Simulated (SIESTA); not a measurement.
## CsLiCr2Te2S3 under changes of volume

One of the cells (29.759 Å³/atom); the others are scaled copies at fixed shape and fractional positions:

```
Cs Li Cr Te S
1.0
     3.34127    1.92908    6.92538
    -3.34127    1.92908    6.92538
     0.00000   -3.85817    6.92538
Cs Li Cr Te S
1 1 2 2 3
Direct
  0.00000 0.00000 0.00000
  0.50000 0.50000 0.50000
  0.79848 0.79848 0.79848
  0.20152 0.20152 0.20152
  0.67990 0.67990 0.67990
  0.32010 0.32010 0.32010
  0.13626 0.86374 0.50000
  0.50000 0.13626 0.86374
  0.86374 0.50000 0.13626
```

The cell was built by a generator and needn't be a form met in nature.

| Property | Result |
| --- | --- |
| Program | SIESTA 5.4.2 |
| Functional | PBE |
| Potentials or basis | PseudoDojo 0.4 standard (PBE files) |
| Basis | DZP (energy shift 0.003 Ry; two zetas on semicore shells; d shell added on Cs) |
| Grid cutoff | 800 Ry |
| Energy shift | 0.003 Ry |
| k mesh | 5 × 5 × 5 |
| Occupations | fermi-dirac, width 0.05 eV |
| Spin | collinear spin, ferromagnetic start |
| Starting moments | [0.0, 0.0, 3.0, 3.0, 0.0, 0.0, 0.0, 0.0, 0.0] μB |

```csv
volume (Å³/atom),energy over the lowest point (meV/atom),pressure (GPa),largest force (eV/Å)
27.425,?,?,?
28.008,8.68,2.1,0.723
28.592,2.69,1.2,0.527
29.759,0.00,-0.4,0.246
30.342,2.69,-1.0,0.225
30.926,7.71,-1.7,0.217
```

Question: What does the run at 27.425 Å³/atom give?

Answer: Energy over the lowest point 18.37 meV/atom; pressure 3.2 GPa; largest force 0.945 eV/Å.

Worked out: A Birch-Murnaghan fit of order 3 (a polynomial in V^(-2/3)) to the other rows has its minimum at 29.44 Å³/atom with B0 = V·E''(V) = 38 GPa and B' = 4.3 at fixed shape and positions, which overstates the stiffness. It gives 18.22 meV/atom at 27.425 Å³/atom, against the run's 18.37, and -dE/dV = 3.1 GPa, against 3.2.

Energies are extrapolated to zero smearing.

Caveats: the basis of atomic orbitals isn't converged, which shifts pressures, moduli and gaps; only a ferromagnetic start was run, and an antiferromagnetic order may lie lower in energy.
